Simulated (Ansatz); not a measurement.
Working through a single point in a Gaussian basis of C4H5B, SMILES BC(=C)C#C

Computed with Ansatz 0.2.0, Python API.

Contents of `c4h5b.xyz`:
```text
10

B    -0.88210    1.37270   -0.10150
C    -0.24110   -0.04970    0.03460
C    -0.99600   -1.12070    0.27700
C     1.18460   -0.18750   -0.10650
C     2.37910   -0.30290   -0.22470
H    -0.20070    2.31400   -0.31660
H    -2.04980    1.51940    0.00910
H    -0.55030   -2.10390    0.37070
H    -2.07100   -1.03730    0.38630
H     3.42740   -0.40410   -0.32840
```

The cells in order, each with its output:

**Cell 1**
```python
from pathlib import Path

import ansatz as az
```

**Cell 2**
```python
molecule = az.Crystal.molecule_from_extxyz("c4h5b.xyz")
```

**Cell 3**
```python
setup = (
    molecule.calculation()
    .basis(gaussian="def2-TZVP")
    .functional("cam_b3lyp")
    .orbitals()
)
res = setup.run(threads=1, runs_dir="runs")
summary = res.report
```

**Cell 4**
```python
summary["published_state_doubts"]
```
Output:
```text
[]
```

**Cell 5**
```python
sorted(key for key in summary if key.endswith("_ev"))
```
Output:
```text
['free_energy_ev', 'reference_energy_ev']
```

**Cell 6**
```python
print("reference energy %16.6f eV" % summary["reference_energy_ev"])
print("total energy     %16.6f eV" % summary["free_energy_ev"])
print("occupied orbitals outside the frozen core (up, down):", summary["n_occupied"], " frozen:", summary["n_frozen"], " virtual:", summary["n_virtual"])
```
Output:
```text
reference energy     -4901.344798 eV
total energy         -4901.344798 eV
occupied orbitals outside the frozen core (up, down): [17, 17]  frozen: 0  virtual: [168, 168]
```

**Cell 7**
```python
lines = Path(summary["orbitals_path"]).read_text().splitlines()
field_of = lambda key: [line.split("=")[1].strip() for line in lines if line.startswith(key)]
orbitals = [(27.211386 * float(e), s, float(n)) for e, s, n in zip(field_of("Ene="), field_of("Spin="), field_of("Occup="))]
homo = max(e for e, _, n in orbitals if n > 0.5)
lumo = min(e for e, _, n in orbitals if n < 0.5)
for e, spin, n in sorted(orbitals):
    if homo - 15 < e < lumo + 5:
        print(f"{spin:6s} {e:10.3f} eV  occupation {n:.0f}")
```
Output:
```text
Alpha     -22.309 eV  occupation 2
Alpha     -19.116 eV  occupation 2
Alpha     -16.874 eV  occupation 2
Alpha     -15.936 eV  occupation 2
Alpha     -14.815 eV  occupation 2
Alpha     -13.721 eV  occupation 2
Alpha     -11.596 eV  occupation 2
Alpha     -11.414 eV  occupation 2
Alpha     -11.078 eV  occupation 2
Alpha      -9.261 eV  occupation 2
Alpha      -8.673 eV  occupation 2
Alpha      -1.237 eV  occupation 0
Alpha       0.880 eV  occupation 0
Alpha       2.229 eV  occupation 0
Alpha       2.579 eV  occupation 0
Alpha       2.773 eV  occupation 0
Alpha       3.177 eV  occupation 0
Alpha       3.314 eV  occupation 0
Alpha       3.511 eV  occupation 0
Alpha       3.748 eV  occupation 0
```

Total energies depend on the basis set; only differences at equal settings carry meaning. The geometry is a force-field or estimated start, not a minimum of this method, and the basis set is short of its limit. Alpha marks a spatial orbital of a restricted run, filled by both spins. Levels such as HOMO and LUMO are orbital energies: with these approximate functionals they aren't the ionisation energy and electron affinity, and their gap isn't the fundamental gap. The whole script took 6.2 s on 1 thread of Arm Neoverse V1, on a shared host, peak memory 0.41 GiB.
